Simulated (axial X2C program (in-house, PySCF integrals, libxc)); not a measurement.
# GaSi⁻: from the state search to constants, part 2 of 2

Computed with an in-house X2C program for linear molecules on PySCF integrals; all-electron X2C, Ga dyall-acv3z, Si dyall-av3z.

## 9. PBE0, 2c

State followed: Ω = 1 (excess of +ω over −ω: ω = -1/2, ω = 3/2). The scan is laid around 2.434 Å, a first estimate of the minimum, and this SCF restarts from the orbitals of the search.

The SCF at the reference distance of 2.434 Å:

```text
two-component X2C + atomic mean field  PBE0
basis functions 186  fitting functions 1045  grid points 5084
iter        total energy     max residual
   1      -2231.290609842     1.87e+00
   2      -2232.978778762     2.15e-02
   3      -2232.968563999     3.82e-02
   4      -2232.996071475     3.13e-03
   5      -2232.996604515     7.35e-04
   6      -2232.996619285     2.38e-04
   7      -2232.996620158     1.13e-04
   8      -2232.996620674     4.42e-05
   9      -2232.996620761     8.95e-06
  10      -2232.996620775     6.69e-06
  11      -2232.996620784     4.28e-06
  12      -2232.996620789     1.61e-06
  13      -2232.996620790     3.28e-07
converged
one-electron -3306.29214792  Coulomb 1076.41580460  exact exchange -23.72383505  xc functional -73.07130762  nuclear repulsion 94.35616661  atomic mean-field constant -0.68130141
```

Along the bond, energies from the lowest point:

| R (Å) | E (eV) | μ (D) | HOMO (eV) | LUMO (eV) | iterations |
| --- | --- | --- | --- | --- | --- |
| 2.118 | 0.3910 | -2.89 | 0.04 | 1.61 | 70 |
| 2.215 | 0.2193 | -2.02 | 0.31 | 1.76 | 16 |
| 2.288 | 0.0861 | -2.35 | 0.30 | 1.82 | 15 |
| 2.361 | 0.0179 | -2.69 | 0.28 | 1.87 | 15 |
| 2.434 | 0.0000 | -3.02 | 0.27 | 1.91 | 13 |
| 2.519 | 0.0275 | -3.40 | 0.27 | 1.95 | 14 |
| 2.604 | 0.0936 | -3.77 | 0.26 | 1.98 | 13 |
| 2.714 | 0.2176 | -4.22 | 0.27 | 2.00 | 13 |
| 2.848 | 0.4066 | -4.72 | 0.28 | 2.01 | 14 |
| 3.042 | 0.7133 | -5.33 | 0.30 | 1.98 | 15 |

Dipoles are positive if Si is the positive end and refer to the centre of mass.

Outer spinors at the reference distance:

| ω | occupied | ε (eV) | atomic character | λ mixture |
| --- | --- | --- | --- | --- |
| -3/2 | yes | -17.37 | 100% Ga d | 90% δ, 10% π |
| 3/2 | yes | -17.34 | 100% Ga d | 88% δ, 12% π |
| -1/2 | yes | -17.21 | 100% Ga d | 64% π, 36% σ |
| 1/2 | yes | -17.19 | 100% Ga d | 60% π, 40% σ |
| 5/2 | yes | -16.97 | 100% Ga d | 100% δ |
| -5/2 | yes | -16.93 | 100% Ga d | 100% δ |
| 3/2 | yes | -16.81 | 100% Ga d | 88% π, 12% δ |
| -3/2 | yes | -16.79 | 100% Ga d | 90% π, 10% δ |
| -1/2 | yes | -16.77 | 100% Ga d | 64% σ, 36% π |
| 1/2 | yes | -16.76 | 100% Ga d | 60% σ, 40% π |
| 1/2 | yes | -8.18 | 53% Si s, 24% Ga s, 11% Ga p | 100% σ |
| -1/2 | yes | -6.90 | 46% Si s, 31% Ga s, 8% Ga p | 100% σ |
| 1/2 | yes | -4.31 | 41% Ga s, 22% Si p, 18% Si s | 100% σ |
| -1/2 | yes | -3.66 | 35% Ga s, 24% Si s, 20% Si p | 100% σ |
| -1/2 | yes | -0.72 | 64% Si p, 25% Ga p, 6% Ga d | 100% π |
| 3/2 | yes | -0.69 | 64% Si p, 25% Ga p, 6% Ga d | 100% π |
| 1/2 | yes | 0.00 | 41% Si p, 37% Ga p, 12% Ga s | 100% σ |
| -1/2 | yes | 0.27 | 40% Si p, 37% Ga p, 12% Ga s | 100% σ |
| 1/2 | no | 1.91 | 52% Ga p, 43% Si p | 100% π |
| -3/2 | no | 1.94 | 52% Ga p, 43% Si p | 100% π |
| 1/2 | no | 2.32 | 91% Ga p, 5% Si p | 100% σ |
| -1/2 | no | 2.34 | 93% Ga p, 3% Si p | 100% σ |

PBE0 fields in the half plane through the axis: z from -2.4 to 4.8 Å across, distance from the axis 0.15 to 2.25 Å upwards; Ga lies at z = 0 and Si at z = 2.434 Å; the ELF is damped to zero where the density is low.

log10 density (e/bohr³). Ten even steps from ' ' (-3.63 ) to '@' (1.37 ):
```
        ..................................        
    ........::::::::::::::::::::::::::::......    
  ......::::::::::::::::::::::------::::::::....  
....::::::------------------------------::::::....
....::::----========------============----::::....
..::::----====++++++====================----::::..
..::::--====++######++========++**++++====----::..
..::----==++**%%@@%%**++==++++##@@%%++====----::..
```

ELF. Ten even steps from '0' (0.04 ) to '9' (0.96 ):
```
0123332110112334444332100
2456654321124455566554310
4688876432234566677776542
7899886432345677788888763
8999975222256777789999875
9999862111147872128999986
9999831464137820511999987
9999723727228808580799997
```

No constants are quoted: the solution changes its character somewhere along the scan, so the fit is set aside.

## 10. HF, 2c

The SCF at the reference distance of 2.434 Å:

```text
two-component X2C + atomic mean field  HF
basis functions 186  fitting functions 1045  grid points 5084
iter        total energy     max residual
   1      -2231.096818331     1.41e-01
   2      -2231.124174240     9.21e-03
   3      -2231.125505969     6.67e-03
   4      -2231.126134289     1.53e-03
   5      -2231.126290051     7.25e-04
   6      -2231.126344837     3.80e-04
   7      -2231.126360544     1.97e-04
   8      -2231.126365938     7.74e-05
   9      -2231.126367641     7.28e-05
  10      -2231.126368299     6.78e-05
  11      -2231.126368917     6.26e-05
  12      -2231.126369656     5.69e-05
  13      -2231.126370472     5.17e-05
  14      -2231.126370944     4.99e-05
  15      -2231.126371134     4.97e-05
  16      -2231.126370848     4.96e-05
  17      -2231.126369864     4.79e-05
  18      -2231.126367663     4.13e-05
  19      -2231.126365006     2.82e-05
  20      -2231.126363370     1.28e-05
  21      -2231.126363029     4.27e-06
  22      -2231.126362999     3.55e-06
  23      -2231.126362997     2.57e-06
  24      -2231.126362998     2.09e-06
converged
one-electron -3306.44241776  Coulomb 1076.68967021  exact exchange -95.04848066  xc functional 0.00000000  nuclear repulsion 94.35616661  atomic mean-field constant -0.68130141
```

No constants are quoted: the solution changes its character somewhere along the scan, so the fit is set aside.

## 11. TPSSh, 2c

The SCF at the reference distance of 2.434 Å:

```text
two-component X2C + atomic mean field  TPSSh
basis functions 186  fitting functions 1045  grid points 5084
iter        total energy     max residual
   1      -2233.353512343     2.69e-02
   2      -2233.354080911     7.66e-03
   3      -2233.353865865     8.79e-03
   4      -2233.354668723     5.27e-04
   5      -2233.354663583     5.57e-04
   6      -2233.354678750     4.15e-05
   7      -2233.354678821     2.21e-05
   8      -2233.354678848     6.99e-06
   9      -2233.354678850     2.23e-06
  10      -2233.354678851     6.16e-07
converged
one-electron -3305.90548496  Coulomb 1076.00809285  exact exchange -9.48670415  xc functional -87.64544781  nuclear repulsion 94.35616661  atomic mean-field constant -0.68130141
```

Re = 2.433 Å, ωe = 311 cm⁻¹, ωexe = 1.16 cm⁻¹, Be = 0.1431 cm⁻¹, De = 2.26 eV, μ = -2.96 D.

## 12. MP2 and beyond, 2c

Correlated methods: 8 electrons correlated (frozen shells, counted by type: Ga 3 s, 2 p, 1 d; Si 2 s, 1 p), 294 virtual spinors in MP2, 90 natural virtuals in coupled cluster.

Output of the correlated part at 2.434 Å:

```text
correlated 8  virtual 294  natural virtual 90  E(MP2) -0.146151150  MP2 remainder -0.004937487
iter   CCSD correlation   residual
   1     -0.160379918   1.37e-01
   2     -0.168178609   5.55e-02
   3     -0.168980075   1.80e-02
   4     -0.169215206   8.35e-03
   5     -0.169249948   4.00e-03
   6     -0.169250802   2.17e-03
   7     -0.169269822   1.22e-03
   8     -0.169270184   7.61e-04
   9     -0.169267718   5.15e-04
  10     -0.169269015   3.20e-04
  11     -0.169270396   2.27e-04
  12     -0.169271944   1.71e-04
  13     -0.169271991   1.23e-04
  14     -0.169271847   6.78e-05
  15     -0.169271843   3.28e-05
  16     -0.169271933   1.81e-05
  17     -0.169272022   1.06e-05
  18     -0.169272042   6.71e-06
(T) -0.009932886  T1 0.0361  D1 0.0578  max T2 0.054
```

MP2: No constants are quoted: the reference changes its character somewhere along the scan, so the fit is set aside.

CCSD: No constants are quoted: the reference changes its character somewhere along the scan, so the fit is set aside.

CCSD(T): No constants are quoted: the reference changes its character somewhere along the scan, so the fit is set aside.

## 13. A higher determinant, 2c

State: Ω = 2 (excess of +ω over −ω: ω = 1/2, ω = 3/2).

Output at the reference distance:

```text
two-component X2C + atomic mean field  PBE0
basis functions 186  fitting functions 1045  grid points 5084
iter        total energy     max residual
   1      -2231.318357474     1.87e+00
   2      -2232.974187496     2.24e-02
   3      -2232.954109896     4.09e-02
   4      -2232.990852626     6.49e-03
   5      -2232.990713363     5.80e-03
   6      -2232.992097822     6.15e-04
   7      -2232.992107541     2.42e-04
   8      -2232.992109075     5.54e-05
   9      -2232.992109510     5.08e-05
  10      -2232.992109896     3.84e-05
  11      -2232.992110189     1.13e-05
  12      -2232.992110231     1.31e-06
  13      -2232.992110232     4.01e-07
converged
one-electron -3305.98861049  Coulomb 1076.08193973  exact exchange -23.71287369  xc functional -73.04743099  nuclear repulsion 94.35616661  atomic mean-field constant -0.68130141
```

| R (Å) | E above the lowest PBE0 point (eV) |
| --- | --- |
| 2.118 | 0.275 |
| 2.215 | 0.107 |
| 2.288 | 0.064 |
| 2.361 | 0.074 |
| 2.434 | 0.123 |
| 2.519 | 0.213 |
| 2.604 | 0.326 |
| 2.714 | 0.484 |
| 2.848 | 0.676 |

Re = 2.308 Å, ωe = 350 cm⁻¹, ωexe = 1.64 cm⁻¹, Be = 0.1591 cm⁻¹, μ = -3.48 D.

## 14. The 2c curves together

Energy (eV) of the followed determinant, 2c, from each level's lowest point:

| R (Å) | PBE0 (jumps) | HF (jumps) | MP2 (its reference jumps) | CCSD (its reference jumps) | CCSD(T) (its reference jumps) | TPSSh |
| --- | --- | --- | --- | --- | --- | --- |
| 2.118 | 0.391 | 0.590 | 0.610 | n/a | n/a | 0.531 |
| 2.215 | 0.219 | 0.247 | 0.264 | 0.270 | 0.284 | 0.224 |
| 2.288 | 0.086 | 0.099 | 0.112 | 0.115 | 0.125 | 0.090 |
| 2.361 | 0.018 | 0.022 | 0.030 | 0.031 | 0.036 | 0.020 |
| 2.434 | 0.000 | 0.000 | 0.000 | 0.000 | 0.000 | 0.000 |
| 2.519 | 0.028 | 0.025 | 0.068 | 0.028 | 0.022 | 0.024 |
| 2.604 | 0.094 | 0.089 | 0.152 | 0.092 | 0.080 | 0.085 |
| 2.714 | 0.218 | 0.205 | 0.322 | 0.221 | 0.202 | 0.201 |
| 2.848 | 0.407 | 0.329 | 0.678 | n/a | n/a | 0.380 |
| 3.042 | 0.713 | 0.419 | 0.958 | n/a | n/a | 0.671 |

Time for the job: 2.7 min (1 thread of Arm Neoverse V1, shared host); peak memory 0.55 GiB.

## 15. Constants

The summary covers parts 1 to 2.

Lowest determinant that the search found at its distance, spin-free: M_S = 1, Λ = 0 (beyond closed shells: π+α, π-α).

Lowest determinant that the search found at its distance, 2c: Ω = 1 (excess of +ω over −ω: ω = -1/2, ω = 3/2).

| Hamiltonian | level | Re (Å) | ωe (cm⁻¹) | De (eV) | μ (D) |
| --- | --- | --- | --- | --- | --- |
| spin-free | PBE0 | 2.428 | 319 | 2.24 | -3.00 |
| spin-free | HF | 2.431 | 330 | 1.10 | -3.38 |
| spin-free | MP2 | 2.439 | 327 | 2.03 | n/a |
| spin-free | CCSD | 2.446 | 320 | 2.01 | n/a |
| spin-free | CCSD(T) | 2.455 | 314 | 2.13 | n/a |
| spin-free | TPSSh | 2.433 | 312 | 2.26 | -2.96 |
| 2c | TPSSh | 2.433 | 311 | 2.26 | -2.96 |

Dipoles are positive if Si is the positive end and refer to the centre of mass. No constants: 2c PBE0 (the solution changes its character somewhere along the scan, so the fit is set aside); 2c HF (the solution changes its character somewhere along the scan, so the fit is set aside); 2c MP2 (the reference changes its character somewhere along the scan, so the fit is set aside); 2c CCSD (the reference changes its character somewhere along the scan, so the fit is set aside); 2c CCSD(T) (the reference changes its character somewhere along the scan, so the fit is set aside).

Time per point (s) on 1 thread of Arm Neoverse V1, shared host (2c runs); the times are rough: TPSSh 1.3.

**Reading.** At TPSSh, going from spin-free to two-component changes Re by 0 mÅ, ωe by -0.1 %; the spin-free picture holds up (part of it comes from the scalar share of the two-electron terms). De moves by 0.00 eV; both De rest on single-determinant atoms, which can miss part of an open shell's spin–orbit lowering.

De refers to Ga + Si-, each in the lowest determinant found, which need not be this curve's own limit. Each curve is one determinant whose occupation by symmetry is held fixed; it was picked as the lowest of a PBE0 search that is not exhaustive. Dissociation energies refer to the lowest single-determinant-based atoms at the same level and basis. Density functionals use the spin component along the axis (collinear). CCSD and (T) use frozen natural virtuals with an MP2 correction for the truncation. The meta-GGAs lack a current-density term, which matters for open shells with orbital currents, atoms included. With several unpaired electrons one determinant need not be a pure state. With the outer-core shells frozen, correlated bond lengths of heavy atoms tend to come out a few hundredths of an ångström too long. T1 at Re is 0.025 (Lee–Taylor), above the customary mark of 0.02.
